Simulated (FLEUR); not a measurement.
The system is GaGe.

```
CELL_PARAMETERS angstrom
0.00000 2.89784 2.89784
2.89784 0.00000 2.89784
2.89784 2.89784 0.00000
ATOMIC_POSITIONS crystal
Ge 0.00000 0.00000 0.00000
Ga 0.25000 0.25000 0.25000
```

The cell comes from a database or a generator and needn't be the stable form of this composition.

| Item | Value |
| --- | --- |
| Program | FLEUR MaX-R8.1 (later development tree) |
| Task | single point |
| Functional | PBEsol |
| Potentials or basis | all-electron |
| Basis | FLAPW |
| Kmax | 4.6 1/bohr |
| k mesh | 8 × 8 × 8 |
| Occupations | fermi-dirac, width 0.05 eV |
| Spin | no spin polarisation |
| Gmax | 14.3 1/bohr |
| Muffin-tin radii | Ge 2.13, Ga 2.13 bohr |
| lmax | Ge 9, Ga 9 |
| lnonsphr | Ge 9, Ga 9 |
| Local orbitals a species | Ge 6, Ga 6 |
| Max iterations | 60 |
| Mixing factor | 0.05 |
| Mixer | Anderson |
| Mixer history | 15 |

On this cell: largest force zero by symmetry; band gap on the k mesh none (metal or under the smearing width).

The same run follows on a disturbed copy (atoms moved at random, drawn with an rms of 0.05 Å):

```
CELL_PARAMETERS angstrom
0.00000 2.89784 2.89784
2.89784 0.00000 2.89784
2.89784 2.89784 0.00000
ATOMIC_POSITIONS crystal
Ge 0.99277 0.98973 0.02535
Ga 0.23997 0.24662 0.26427
```

Q: What changes?

A: The energy (extrapolated to zero smearing) moves by +2.1 meV/atom; largest force 0.200 eV/Å; band gap on the k mesh none (metal or under the smearing width).

Forces in eV/Å, atoms in the order of the input:
```
Ge  -0.048 -0.189  0.048
Ga   0.048  0.189 -0.048
```
